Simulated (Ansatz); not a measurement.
**AlBGeH+ (triplet): from Hartree-Fock to the top rungs, cc-pVDZ**

How much of the correlation energy of AlBGeH+ (triplet) does each wave-function method recover here?

Computed with Ansatz 0.2.0, Gaussian basis. Level: cc-pVDZ, core rule «outside noble gas», up to 20 orbitals frozen.

Plan: UHF; CCSD(T) on ROHF; CCSD(T) on UHF; BCCD(T) on ROHF; CISD; CCSDT(Q) on ROHF; CCSDT(Q) on UHF; CASSCF and NEVPT2, 10 electrons in 10 orbitals.

18 further runs of the same task are left out: 7 that didn't finish, 11 set aside as unsound or not needed.

## Step 1: What is computed

The geometry is a PBE0/def2-TZVP stationary point (not a proven minimum) of the parent state, kept for this charge and spin. No spin-orbit coupling is included. The filled d shell of Ge may be among the frozen orbitals whatever the setting's name suggests; the logs give the count.

4 atoms, charge 1, spin multiplicity 3.

Atoms are counted from 1 here; the program's logs count them from 0.

Bond lengths: Al1–Ge2 2.506 Å, Al1–B3 2.016 Å, Al1–H4 1.583 Å, Ge2–B3 1.894 Å. Angles: Ge2–Al1–B3 48.0°, Ge2–Al1–H4 155.3°, B3–Al1–H4 156.6°, Al1–Ge2–B3 52.3°, Al1–B3–Ge2 79.6°.

## Step 2: UHF

in.yaml

```yaml
crystal:
  periodic: [false, false, false]
  atoms:
    - {symbol: Al, position_ang: [0.000000, -0.151695, 1.750022]}
    - {symbol: Ge, position_ang: [0.000000, -0.134195, -0.755651]}
    - {symbol: B, position_ang: [0.000000, 1.356911, 0.412828]}
    - {symbol: H, position_ang: [0.000000, -0.822105, 3.183825]}
basis:
  gaussian: {orbitals: cc-pVDZ}
total_charge: 1
magnetization: {spin_polarized: true, initial_magnetization: 2}
hamiltonian: {xc: hf}
output: {orbitals: {seedname: orbitals}}
```

Launch:

```console
$ ansatz run in.yaml --threads 1 --pin off --events-out ev --progress --plain --max-ram 2393MiB
```

The runs that follow: CCSD(T) on ROHF; CCSD(T) on UHF; BCCD(T) on ROHF; CISD; CCSDT(Q) on ROHF; CCSDT(Q) on UHF; CASSCF and NEVPT2, 10 electrons in 10 orbitals.

Q: Predict the results of all the runs planned. Wanted: RCCSDT(Q) from the RHF energy; RMP2 from RCCSDT(Q); UMP2 from RCCSDT(Q); RCCSD from RCCSDT(Q); RCCSD(T) from RCCSDT(Q); UCCSD(T) from RCCSDT(Q); UCCSDT(Q) from RCCSDT(Q); NEVPT2 frontier from RCCSDT(Q); T1 diagnostic.

**Answer**, as computed:

```
                         quantity                      value
    RCCSDT(Q) from the ROHF energy                 -6.2417 eV
              RMP2 from RCCSDT(Q)              +126.1 kJ/mol
              UMP2 from RCCSDT(Q)              +137.9 kJ/mol
             RCCSD from RCCSDT(Q)               +38.8 kJ/mol
          RCCSD(T) from RCCSDT(Q)                +7.6 kJ/mol
          UCCSD(T) from RCCSDT(Q)                +8.2 kJ/mol
         UCCSDT(Q) from RCCSDT(Q)                -0.5 kJ/mol
   NEVPT2 frontier from RCCSDT(Q)              +100.2 kJ/mol
levels within 1 kcal/mol (43 meV)  RCCSDT, UCCSDT, UCCSDT(Q)
                    T1 diagnostic                      0.046
```

In words: RCCSD(T) lands +7.6 kJ/mol from the yardstick (1.3 % of the correlation energy). These misses are within one basis, not against nature; the frozen cores of restricted and unrestricted runs differ, which can shift their rows.

With open shells the CI space here admits some triples and quadruples, so it is larger than plain CISD.
